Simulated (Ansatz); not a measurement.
**TiCl₂O: small, medium and large basis sets**

An exercise on one series of results from a longer session: the logs are not shown, and one member is left open.

Program: Ansatz 0.2.0, Gaussian basis. Level of theory: one geometry, several basis sets. These are calculated values, not measurements.

Levels to be run: PBE0-D4/def2-SVP; ωB97M-V/def2-SVP; PBE0-D4/def2-QZVPP; ωB97M-V/def2-QZVPP; the functionals' def2-TZVPP values are taken from earlier runs.

**The geometry**

An earlier PBE0-D4 in a triple-zeta def2 set relaxation fixed the geometry.

SMILES `[O]=[Ti]([Cl])[Cl]`, 4 atoms, charge 0, spin multiplicity 1.

Atoms are counted from 1 here; the program's logs count them from 0.

Bond lengths: O1–Ti2 1.581 Å, Ti2–Cl3 2.218 Å, Ti2–Cl4 2.218 Å. Angles: O1–Ti2–Cl3 115.7°, O1–Ti2–Cl4 115.7°, Cl3–Ti2–Cl4 128.6°.

Set-up of the first run:

The input, in.yaml:

```yaml
crystal:
  periodic: [false, false, false]
  atoms:
    - {symbol: O, position_ang: [0.350595, 1.058056, 1.239880]}
    - {symbol: Ti, position_ang: [0.018582, 0.054934, 0.063702]}
    - {symbol: Cl, position_ang: [1.131105, -1.864213, 0.092126]}
    - {symbol: Cl, position_ang: [-1.500282, 0.751223, -1.395707]}
basis:
  gaussian: {orbitals: def2-SVP}
hamiltonian: {xc: pbe0, dispersion: d4}
output: {orbitals: {seedname: orbitals}}
```

Command:

```sh
$ ansatz run in.yaml --threads 4 --pin off --events-out ev --progress --plain --max-ram 10444MiB
```

Among the steps run: PBE0-D4 in def2-SVP; ωB97M-V in def2-SVP; PBE0-D4 in def2-QZVPP; ωB97M-V in def2-QZVPP.

One table of the session follows, with a row left open; its other results are not shown here.

It belongs to the step «Functionals by basis». 

```
functional       basis  HOMO (eV)  LUMO (eV)
   PBE0-D4    def2-SVP      -9.16      -3.88
   PBE0-D4  def2-TZVPP      -9.35      -3.92
   PBE0-D4  def2-QZVPP          ?          ?
   ωB97M-V    def2-SVP     -11.33      -1.77
   ωB97M-V  def2-TZVPP     -11.58      -1.92
   ωB97M-V  def2-QZVPP     -11.61      -1.93
```

**Question.** Estimate the row for PBE0-D4, def2-QZVPP.

As computed: HOMO (eV): -9.36; LUMO (eV): -3.92. In the column «HOMO (eV)» it lies between ωB97M-V, def2-SVP (-11.33) and PBE0-D4, def2-TZVPP (-9.35).
